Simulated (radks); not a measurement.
# Taking charge from the 4s level of K in fractions

Aim: follow energy and eigenvalue as charge leaves the 4s level of K bit by bit, and test Janak's theorem, Slater's transition state and the straight-line condition.

Program: radks (a radial shooting solver on a logarithmic mesh, Libxc functionals) version 1. Level of theory: scalar-relativistic Kohn-Sham, r2SCAN, spin-polarised, spherical densities, finite nucleus. These are calculated values, not measurements, unless marked.

**1. The atom as given**

* element: potassium (Z = 19)
* charge: 0
* electrons: 19
* configuration: [Ar] 4s(up 1, down 0)
* nuclear rms radius: 3.4349 fm

A shell typed twice in an input gives spin up, then spin down.

**2. Start: [Ar] 4s(up 1, down 0)**

Input:

```text
Z 19
configuration [Ar] 4s1 4s0
relativity scalar-relativistic
functional r2scan,r2scan
spin polarised
nucleus finite rms 3.4349 fm
c 137.035999084
```

**3. 0.25 electron removed from 4s**

Settings, as their differences from step 2:

```diff
@@ -1,3 +1,3 @@
 Z 19
-configuration [Ar] 4s1 4s0
+configuration [Ar] 4s0.75 4s0
 relativity scalar-relativistic
```

**4. 0.5 electron removed from 4s**

Settings, as their differences from step 3:

```diff
@@ -1,3 +1,3 @@
 Z 19
-configuration [Ar] 4s0.75 4s0
+configuration [Ar] 4s0.5 4s0
 relativity scalar-relativistic
```

**5. 0.75 electron removed from 4s**

Settings, as their differences from step 4:

```diff
@@ -1,3 +1,3 @@
 Z 19
-configuration [Ar] 4s0.5 4s0
+configuration [Ar] 4s0.25 4s0
 relativity scalar-relativistic
```

**6. 1 electron removed from 4s**

Settings, as their differences from step 5:

```diff
@@ -1,3 +1,3 @@
 Z 19
-configuration [Ar] 4s0.25 4s0
+configuration [Ar] 4s0 4s0
 relativity scalar-relativistic
```

Q: Predict the outcome of this session. Wanted: for each run, removed; E − E(0); eigenvalue.

As calculated:

```csv
removed (e),E − E(0) (eV),eigenvalue (eV)
0,0.000,-2.595
0.25,0.762,-3.500
0.5,1.748,-4.379
0.75,2.941,-5.135
```

The trapezoid integral of minus the eigenvalue gives 2.936 eV over the range, against 2.941 eV from the energies (Janak's theorem; approximate here, since the scalar-relativistic density holds large components alone). The eigenvalue moves by 3.39 eV per electron.
